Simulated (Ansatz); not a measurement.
# H4SSeSi: the cost of one run

All numbers are computed with Ansatz 0.2.0, driven from Python. Level of theory: B3LYP+D4/def2-SVP.

### 1 The structure

Bond lengths: S1–Si2 2.099 Å, Si2–Se3 2.264 Å, S1–H4 1.421 Å, Si2–H5 1.478 Å, Si2–H6 1.474 Å, Se3–H7 1.592 Å. Angles: S1–Si2–Se3 107.5°, S1–Si2–H5 110.2°, S1–Si2–H6 110.1°, Se3–Si2–H5 109.2°, Se3–Si2–H6 110.4°, H5–Si2–H6 109.4°, Si2–S1–H4 91.4°, Si2–Se3–H7 90.8°.

No structure file is read: the coordinates are typed or built in the script.

### 2 The code

run_relaxed_scan.py reads:

```python
"""One bond of H4SSeSi held at set lengths while the rest relaxes."""

import ansatz as az
import numpy as np

config = {
    "basis": "def2-SVP",
    "xc": "B3LYP",
    "vdw": "d4",
}

geometry_ang = [
    ("S", (-2.0511, 0.0655, -0.4497)),
    ("Si", (-0.11, 0.3562, 0.2936)),
    ("Se", (1.0413, -1.5636, -0.0419)),
    ("H", (-1.5541, -0.1366, -1.7657)),
    ("H", (0.5559, 1.456, -0.4355)),
    ("H", (-0.161, 0.681, 1.7303)),
    ("H", (2.3403, -0.9265, 0.6231)),
]
h4ssesi = az.Crystal.molecule()
for symbol, xyz in geometry_ang:
    h4ssesi = h4ssesi.atom(symbol, xyz)

calculation = (
    h4ssesi.calculation()
    .basis(gaussian=config["basis"])
    .functional(config["xc"], dispersion=config["vdw"])
)
symbols = [site.symbol for site in h4ssesi.cartesian_sites]
pairs = [(0, 1), (0, 3), (1, 2), (1, 4), (1, 5), (2, 6)]
print("held (A)   E (eV)        ", "  ".join(f"{symbols[i]}{i}-{symbols[j]}{j}" for i, j in pairs))
for length in [2.08, 2.26, 2.44, 2.72, 3.06]:
    rep = calculation.relax(constraints=[az.DistanceConstraint((1, 2), at=length)], force_tolerance=0.02, max_steps=60).run(threads=1, backend="cpu").report
    xyz = np.array(rep["positions_ang"])
    print(f"{length:6.2f} {rep['free_energy_ev']:14.5f}  ", "  ".join(f"{np.linalg.norm(xyz[i] - xyz[j]):.3f}" for i, j in pairs))
```

### 3 The calls as engine input

The package turns the script's settings into the engine's input (first run):

```yaml
crystal:
  periodic: [false, false, false]
  atoms:
    - { symbol: S, position_ang: [-2.0511, 0.0655, -0.4497] }
    - { symbol: Si, position_ang: [-0.11, 0.3562, 0.2936] }
    - { symbol: Se, position_ang: [1.0413, -1.5636, -0.0419] }
    - { symbol: H, position_ang: [-1.5541, -0.1366, -1.7657] }
    - { symbol: H, position_ang: [0.5559, 1.456, -0.4355] }
    - { symbol: H, position_ang: [-0.161, 0.681, 1.7303] }
    - { symbol: H, position_ang: [2.3403, -0.9265, 0.6231] }
basis:
  gaussian:
    orbitals: def2-SVP
hamiltonian:
  xc: b3lyp
  dispersion: d4
relax:
  f_tol: 0.02
  max_steps: 60
  constraints:
    - { distance: [1, 2], at: 2.08 }
```

### 4 Running it

Launch:

```console
> python run_relaxed_scan.py
```

**Question.** How long does this script take on 1 thread of Intel Xeon at 2.60GHz (Ice Lake), shared host, and how much memory does it need?

About 3.7 min, with a peak of 0.27 GiB.
